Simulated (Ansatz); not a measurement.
# C₃H₁₃HfN₃O: basis-set convergence

One table from this session's results is given with a row withheld; the runs are named, their logs left out.

Computed with Ansatz 0.2.0, Gaussian basis. Level: one geometry, several basis sets.

Levels to be run: PBE0-D4/def2-SVP; ωB97M-V/def2-SVP; PBE0-D4/def2-QZVPP; ωB97M-V/def2-QZVPP; the functionals' def2-TZVPP values are taken from earlier runs.

1 further run of the same task is left out (it didn't finish).

### Structure used throughout

An earlier PBE0-D4 in a triple-zeta def2 set relaxation fixed the geometry. Hf takes the def2 core potential; no spin-orbit term is included.

SMILES `C[NH][Hf]([OH])([NH]C)[NH]C`, 21 atoms, charge 0, spin multiplicity 1.

Atoms are counted from 1 here; the program's logs count them from 0.

Bond lengths: C1–N2 1.447 Å, C1–H9 1.098 Å, C1–H10 1.098 Å, C1–H11 1.096 Å, N2–Hf3 2.045 Å, N2–H12 1.010 Å, Hf3–O4 1.947 Å, Hf3–N5 2.044 Å, Hf3–N7 2.047 Å, O4–H13 0.951 Å, N5–C6 1.448 Å, N5–H14 1.013 Å, C6–H15 1.093 Å, C6–H16 1.098 Å, C6–H17 1.098 Å, N7–C8 1.447 Å, N7–H18 1.011 Å, C8–H19 1.098 Å and more. Angles: N2–C1–H9 112.6°, N2–C1–H10 113.0°, N2–C1–H11 110.2°, H9–C1–H10 107.6°, H9–C1–H11 106.4°, H10–C1–H11 106.7°, C1–N2–Hf3 126.1°, C1–N2–H12 111.5°, Hf3–N2–H12 122.3°, N2–Hf3–O4 114.8°, N2–Hf3–N5 106.0°, N2–Hf3–N7 105.1°, O4–Hf3–N5 110.5°, O4–Hf3–N7 111.3°, N5–Hf3–N7 108.8°, Hf3–O4–H13 159.0°, Hf3–N5–C6 130.9°, Hf3–N5–H14 118.2° and more.

Geometry (Å):

```csv
atom,x (Å),y (Å),z (Å)
C1,2.1309,-2.1286,-0.9582
N2,0.7397,-1.7846,-0.7576
Hf3,-0.0300,0.1066,-0.6415
O4,0.4078,1.2597,-2.1482
N5,-2.0553,-0.1169,-0.4765
C6,-2.9082,-0.2049,0.6899
N7,0.6962,0.8692,1.1137
C8,0.8294,2.2546,1.5097
H9,2.5295,-2.7592,-0.1525
H10,2.3109,-2.6505,-1.9073
H11,2.7456,-1.2220,-0.9756
H12,0.1548,-2.6082,-0.7336
H13,0.8176,1.5461,-2.9570
H14,-2.6128,-0.0693,-1.3215
H15,-2.2969,-0.1993,1.5957
H16,-3.5034,-1.1274,0.7059
H17,-3.6060,0.6391,0.7688
H18,1.0686,0.2483,1.8200
H19,0.2545,2.4919,2.4145
H20,0.4553,2.9098,0.7171
H21,1.8718,2.5456,1.6942
```

The first run:

File in.yaml:

```yaml
crystal:
  periodic: [false, false, false]
  atoms:
    - {symbol: C, position_ang: [2.130917, -2.128640, -0.958209]}
    - {symbol: N, position_ang: [0.739723, -1.784644, -0.757589]}
    - {symbol: Hf, position_ang: [-0.030002, 0.106582, -0.641515]}
    - {symbol: O, position_ang: [0.407816, 1.259663, -2.148231]}
    - {symbol: N, position_ang: [-2.055338, -0.116872, -0.476516]}
    - {symbol: C, position_ang: [-2.908155, -0.204850, 0.689935]}
    - {symbol: N, position_ang: [0.696150, 0.869181, 1.113724]}
    - {symbol: C, position_ang: [0.829356, 2.254616, 1.509723]}
    - {symbol: H, position_ang: [2.529503, -2.759163, -0.152484]}
    - {symbol: H, position_ang: [2.310921, -2.650475, -1.907330]}
    - {symbol: H, position_ang: [2.745647, -1.221965, -0.975563]}
    - {symbol: H, position_ang: [0.154825, -2.608184, -0.733649]}
    - {symbol: H, position_ang: [0.817572, 1.546057, -2.957031]}
    - {symbol: H, position_ang: [-2.612819, -0.069335, -1.321485]}
    - {symbol: H, position_ang: [-2.296901, -0.199346, 1.595724]}
    - {symbol: H, position_ang: [-3.503355, -1.127373, 0.705914]}
    - {symbol: H, position_ang: [-3.606033, 0.639058, 0.768817]}
    - {symbol: H, position_ang: [1.068593, 0.248324, 1.819982]}
    - {symbol: H, position_ang: [0.254525, 2.491902, 2.414530]}
    - {symbol: H, position_ang: [0.455274, 2.909820, 0.717091]}
    - {symbol: H, position_ang: [1.871782, 2.545633, 1.694152]}
basis:
  gaussian: {orbitals: def2-SVP}
hamiltonian: {xc: pbe0, dispersion: d4}
output: {orbitals: {seedname: orbitals}}
```

The run is started by

```console
$ ansatz run in.yaml --threads 4 --pin off --events-out ev --progress --plain --max-ram 66560MiB --backend cpu
```

Among the steps run: PBE0-D4 in def2-SVP; ωB97M-V in def2-SVP; PBE0-D4 in def2-QZVPP; ωB97M-V in def2-QZVPP.

One of the session's tables, all rows but one given; the rest of the session is left out.

It belongs to the step «Functionals by basis». 

| functional | basis | HOMO (eV) | LUMO (eV) |
| --- | --- | --- | --- |
| PBE0-D4 | def2-SVP | ? | ? |
| PBE0-D4 | def2-TZVPP | -6.10 | 0.22 |
| PBE0-D4 | def2-QZVPP | -6.14 | -0.10 |
| ωB97M-V | def2-SVP | -8.29 | 1.69 |
| ωB97M-V | def2-TZVPP | -8.42 | 1.37 |
| ωB97M-V | def2-QZVPP | -8.46 | 0.75 |

Q: Estimate the row for PBE0-D4, def2-SVP from the others.

As computed: HOMO (eV): -5.97; LUMO (eV): 0.47. In the column «HOMO (eV)» it is the highest.
